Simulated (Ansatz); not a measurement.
Working through an atomisation energy of C3H4Se, SMILES [Se]=C1CC1

Program: Ansatz 0.2.0 through its Python package.

Notebook, run cell by cell (the value of a cell's last expression is shown):

In [1]:
```python
from collections import Counter
from dataclasses import dataclass

import ansatz as az


@dataclass(frozen=True)
class Options:
    basis_set: str = "def2-SVP"
    xc: str = "pbe0"
```

In [2]:
```python
settings = Options()
```

In [3]:
```python
def total_energy(molecule, charge=0, unpaired=0):
    calc = (
        molecule.calculation()
        .basis(gaussian=settings.basis_set)
        .functional(settings.xc)
    )
    if charge:
        calc = calc.charge(charge)
    if unpaired:
        calc = calc.spin("collinear", total=unpaired)
    report = calc.run(threads=1, backend="cpu").report
    if report["published_state_doubts"]:
        print("  doubts:", report["published_state_doubts"])
    return report["free_energy_ev"]
```

In [4]:
```python
geometry_ang = [
    ("Se", (-2.4111, 0.7843, -0.4349)),
    ("C", (-0.8258, 0.3843, -0.1088)),
    ("C", (0.5989, 0.4573, 0.3491)),
    ("C", (0.2541, -0.7518, -0.2286)),
    ("H", (0.7168, 0.4583, 1.4523)),
    ("H", (1.2519, 1.1279, -0.2841)),
    ("H", (0.5164, -0.9428, -1.2714)),
    ("H", (-0.0092, -1.5746, 0.4706)),
]
system = az.Crystal.molecule()
for symbol, xyz in geometry_ang:
    system = system.atom(symbol, xyz)
```

In [5]:
```python
# unpaired electrons of the ground-state atoms
unpaired = {"Se": 2, "C": 2, "H": 1}
counts = Counter(site.symbol for site in system.cartesian_sites)
atom_energy = {s: total_energy(az.Crystal.molecule().atom(s, (0, 0, 0)), 0, unpaired[s]) for s in counts}
whole = total_energy(system, 0, 0)
for s, e in atom_energy.items():
    print(f"{s:2s} x{counts[s]}  {e:14.5f} eV")
print(f"C3H4Se: {whole:.5f} eV")
split = sum(counts[s] * e for s, e in atom_energy.items()) - whole
print(f"atomisation energy (no zero-point term): {23.060548 * split:.1f} kcal/mol, {split / sum(counts.values()):.3f} eV an atom")
```
```text
Se x1    -65332.11615 eV
C  x3     -1027.52001 eV
H  x4       -13.61361 eV
C3H4Se: -68501.16877 eV
atomisation energy (no zero-point term): 738.8 kcal/mol, 4.005 eV an atom
```

738.8 kcal/mol from the electronic energies, without the zero-point term.

Total energies depend on the basis set; only differences at equal settings carry meaning. The geometry is a force-field or estimated start, not a minimum of this method, and the basis set is short of its limit. All parts are taken at fixed geometry, without zero-point energy. The spin-orbit lowering of heavy atoms is left out. Run time: 3 s on 1 thread of Arm Neoverse V2, on a shared host, peak memory 0.24 GiB.
